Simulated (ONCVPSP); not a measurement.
# Sb: the cost of one run

Method: ONCVPSP 4.0.1.1 (patched build), PBEsol, scalar-relativistic.

### Step 1. Settings

Typed settings, in words:

* element: antimony (Sb, Z = 51)
* type: optimised norm-conserving Vanderbilt (ONCV)
* frozen core: [Ar] 3d10
* valence charge: 23
* reference configuration: 4s2 4p6 4d10 5s2 5p3
* partial waves: 4s+5s: rc 1.15 bohr, ncon 5, nbas 9, qcut 10.9 1/bohr, 3 projectors, debl 1.5 Ha; 4p+5p: rc 1.60 bohr, ncon 4, nbas 7, qcut 8.7 1/bohr, 2 projectors; 4d: rc 1.00 bohr, ncon 4, nbas 8, qcut 10.9 1/bohr, local
* local potential: the d channel
* core correction: not asked for

### Step 2. The generation run

Input file Sb.dat:

```
# ATOM AND REFERENCE CONFIGURATION
# atsym  z   nc   nv     iexc    psfile
  Sb 51.00    6    5  -116133      upf
#
#   n    l    f
    1    0    2.00
    2    0    2.00
    2    1    6.00
    3    0    2.00
    3    1    6.00
    3    2   10.00
    4    0    2.00
    4    1    6.00
    4    2   10.00
    5    0    2.00
    5    1    3.00
#
# PSEUDOPOTENTIAL AND OPTIMIZATION
# lmax
    2
#
#   l,   rc,      ep,       ncon, nbas, qcut
    0    1.15    0.00    5    9   10.90
    1    1.60    0.00    4    7    8.70
    2    1.00    0.00    4    8   10.90
#
# LOCAL POTENTIAL
# lloc, lpopt,  rc(5),   dvloc0
    2    5    1.00    0.00
#
# VANDERBILT-KLEINMAN-BYLANDER PROJECTORs
# l, nproj, debl
    0    3    1.50
    1    2    2.60
    2    0    0.60
#
# MODEL CORE CHARGE
# icmod, fcfact, rcfact
    0    0.00    0.00
#
# LOG DERIVATIVE ANALYSIS
# epsh1, epsh2, depsh
   -7.00    5.00    0.04
#
# OUTPUT GRID
# rlmax, drl
    6.00    0.01
#
# TEST CONFIGURATIONS
# ncnf
    4
# nvcnf
#   n    l    f
    5
    4    0    2.00
    4    1    6.00
    4    2   10.00
    5    0    2.00
    5    1    2.00
#
    5
    4    0    2.00
    4    1    6.00
    4    2   10.00
    5    0    2.00
    5    1    1.00
#
    5
    4    0    2.00
    4    1    6.00
    4    2   10.00
    5    0    2.00
    5    1    0.00
#
    5
    4    0    2.00
    4    1    5.00
    4    2   10.00
    5    0    2.00
    5    1    3.00
#
```

On the command line:

```sh
$ oncvpsp.x < Sb.dat > Sb.out
```

**Question.** How long does this run take on 1 thread of Neoverse-N1, shared host?

About 5.9 s.
